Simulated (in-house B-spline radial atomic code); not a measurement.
# Br²⁵⁺: RPA and G0W0 on different mean-field starts

G0W0 and RPA are one-shot methods. How much does the choice of start matter for Br²⁵⁺?

The numbers are computed with an in-house B-spline radial atomic code, version 1 (RPA, second order, AC-SOSEX and G0W0 (contour deformation) on a non-relativistic mean field, all electrons; no spin-orbit coupling, Breit or QED terms), except any that are marked as measured or tabulated.

### Step 1. The system

| Quantity | Value |
| --- | --- |
| element | bromine (Z = 35) |
| charge | +25 |
| electrons | 10 |
| configuration | [He] 2s2 2p6 |
| Hamiltonian | non-relativistic, point nucleus |
| starts | Hartree-Fock, PBE, PBEsol, exchange-only LDA, B3LYP |

The outer shells:

Br25+
```
[He] core
2s [↑↓]
2p [↑↓][↑↓][↑↓]
```

### Step 2. Hartree-Fock start

Settings, as recorded:

```ini
Z = 35
electrons = 10.0
configuration = [He] 2s2 2p6
hamiltonian = nr
method = hf
lmax = 9
spin_polarised = False
box_radius = 3.47
intervals = 46
```

Launch:

```bash
> python run_gw.py task.json out
```

task.json lists these runs, among others, and the program works through them in turn.

The runs that follow: PBE start; PBEsol start; Exchange-only LDA start; B3LYP start.

What does the calculation give? Wanted: highest level, mean field; highest level, G0W0; RPA correlation energy; RPA+SOSEX.

As calculated:

| quantity | value |
| --- | --- |
| highest level, mean field (range over the runs) | -2730.43 to -2655.79 eV |
| highest level, G0W0 (range over the runs) | -2729.16 to -2728.78 eV |
| RPA correlation energy | -0.6371 to -0.6163 hartree |
| RPA+SOSEX | -0.4120 to -0.3980 hartree |
| semi-empirical ionisation energy (2p shell) | 2731.4 ± 2 eV (NIST Atomic Spectra Database, ionization energies) |
| G0W0 removal energy less that value | -2.62 to -2.24 eV |

**Reading.** The starts spread the highest level over 74.6 eV; after G0W0 0.38 eV remain, 0.51 % of that. Semilocal starts leave the level too high; G0W0 lowers it by 68 to 73 eV. The RPA energy is largest in size on exchange-only LDA and smallest on Hartree-Fock, 3.3 % apart. All runs miss the semi-empirical ionisation energy, 2731.4 ± 2 eV, by about -2.54 eV (-0.093 %), far more than they differ among themselves. Relativity is left out, and for this shell its effect can be as large as the miss, so the comparison tests the Hamiltonian as much as the method. Read as a removal energy, the bare PBE level is off by -70.7 eV (-2.6 %) and the nearest bare level, Hartree-Fock's, by -0.974 eV.
